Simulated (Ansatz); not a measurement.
# AlFH4OSi: one species, many methods

Aim: compute AlFH4OSi with functionals from several rungs and with coupled cluster. The yardstick is the atomisation energy at the CCSD(T) limit.

Computed with Ansatz 0.2.0, Gaussian basis. Level: functionals in def2-TZVPP, the program's frozen cores in correlated methods.

Levels to be run: LDA (SPW92), PBE-D4, revPBE-D4, BLYP-D4, r2SCAN-D4, B97M-V, PBE0-D4, B3LYP-D4, r2SCANh-D4, r2SCAN0-D4, HSE06-D4, BHLYP-D4, CAM-B3LYP-D4, LC-ωPBE, ωB97X-V, ωB97M-V, B2PLYP, PBE-QIDH; CCSD(T)/def2-SVP; CCSD(T)/def2-TZVPP; MP2/def2-QZVPP; extrapolation to the limit; RPA on PBE.

### 1 Structure used throughout

The geometry comes from an earlier relaxation with PBE0-D4 in a triple-zeta def2 set; it is a stationary point, not always the lowest conformer.

SMILES `[OH][Al]([F])[SiH3]`, 8 atoms, charge 0, spin multiplicity 1.

Atoms are counted from 1 here; the program's logs count them from 0.

Bond lengths: O1–Al2 1.686 Å, O1–H5 0.956 Å, Al2–F3 1.652 Å, Al2–Si4 2.432 Å, Si4–H6 1.488 Å, Si4–H7 1.489 Å, Si4–H8 1.487 Å. Angles: Al2–O1–H5 125.3°, O1–Al2–F3 119.4°, O1–Al2–Si4 119.3°, F3–Al2–Si4 121.2°, Al2–Si4–H6 110.4°, Al2–Si4–H7 110.1°, Al2–Si4–H8 111.4°, H6–Si4–H7 108.0°, H6–Si4–H8 108.5°, H7–Si4–H8 108.4°.

### 2 LDA

This LDA is Slater exchange with PW92 correlation.

in.yaml reads:

```yaml
crystal:
  periodic: [false, false, false]
  atoms:
    - {symbol: O, position_ang: [1.567473, 1.468908, -0.513535]}
    - {symbol: Al, position_ang: [0.881127, 0.245408, 0.421768]}
    - {symbol: F, position_ang: [1.679910, -0.296431, 1.762629]}
    - {symbol: Si, position_ang: [-1.264547, -0.693542, -0.233959]}
    - {symbol: H, position_ang: [2.405722, 1.894081, -0.338621]}
    - {symbol: H, position_ang: [-2.275352, 0.387200, -0.393975]}
    - {symbol: H, position_ang: [-1.137650, -1.400650, -1.538039]}
    - {symbol: H, position_ang: [-1.764482, -1.662273, 0.777732]}
basis:
  gaussian: {orbitals: def2-TZVPP}
hamiltonian: {xc: lda}
output: {orbitals: {seedname: orbitals}}
```

Started as:

```sh
$ ansatz run in.yaml --threads 2 --pin off --events-out ev --progress --plain --max-ram 4352MiB
```

The runs that follow: PBE-D4 (GGA); revPBE-D4 (GGA); BLYP-D4 (GGA); r2SCAN-D4 (meta-GGA); B97M-V (meta-GGA); B3LYP-D4 (hybrid); r2SCANh-D4 (hybrid); r2SCAN0-D4 (hybrid); HSE06-D4 (hybrid); BHLYP-D4 (hybrid); CAM-B3LYP-D4 (range-separated); LC-ωPBE (range-separated); ωB97X-V (range-separated); ωB97M-V (range-separated); B2PLYP (double hybrid); PBE-QIDH (double hybrid); CCSD(T) in def2-SVP; CCSD(T) in def2-TZVPP; MP2 in def2-QZVPP; RPA on PBE orbitals.

Before running them: what should the planned runs give, taken together? Wanted: atomisation energy, CCSD(T)/CBS; farthest beyond LDA; mean size of error, GGA; mean size of error, meta-GGA; mean size of error, hybrid; mean size of error, range-separated; mean size of error, double hybrid; gap, smallest and largest; T1 diagnostic.

**Answer**, as computed:

| quantity | value |
| --- | --- |
| atomisation energy, CCSD(T)/CBS | 28.406 eV |
| functionals within 0.142 eV (0.5 %) | ωB97X-V |
| farthest beyond LDA | BHLYP-D4 (-1.131 eV) |
| mean size of error, GGA | 0.542 eV |
| mean size of error, meta-GGA | 0.162 eV |
| mean size of error, hybrid | 0.690 eV |
| mean size of error, range-separated | 0.224 eV |
| mean size of error, double hybrid | 0.614 eV |
| gap, smallest and largest | 5.28 eV (LDA (SPW92)), 11.94 eV (LC-ωPBE) |
| T1 diagnostic | 0.0135 |
| triples share of the correlation energy | 3.0 % |

**Reading.** The LDA atomisation energy is off by 3.189 eV (11 %): it overbinds. PBE-D4 is off by -0.264 eV. Double hybrids carry the basis error of their MP2 part in triple zeta, and no dispersion term here, so their miss is partly the set-up's. By mean error the best rung here is meta-GGA (0.162 eV) and the worst beyond LDA is hybrid (0.690 eV). The gap between the best rungs is small, so their order is not settled. The mean of the hybrids holds BHLYP, with half exact exchange. Misses under about 0.142 eV are within the doubt on the reference itself, which lacks core-valence correlation, relativity and higher excitations. Hartree-Fock recovers 74 % of the binding; the rest is correlation. CCSD(T) in def2-SVP is off by -2.141 eV, which most functionals beat. Orbital gaps span 5.3 to 11.9 eV; exact exchange widens them.
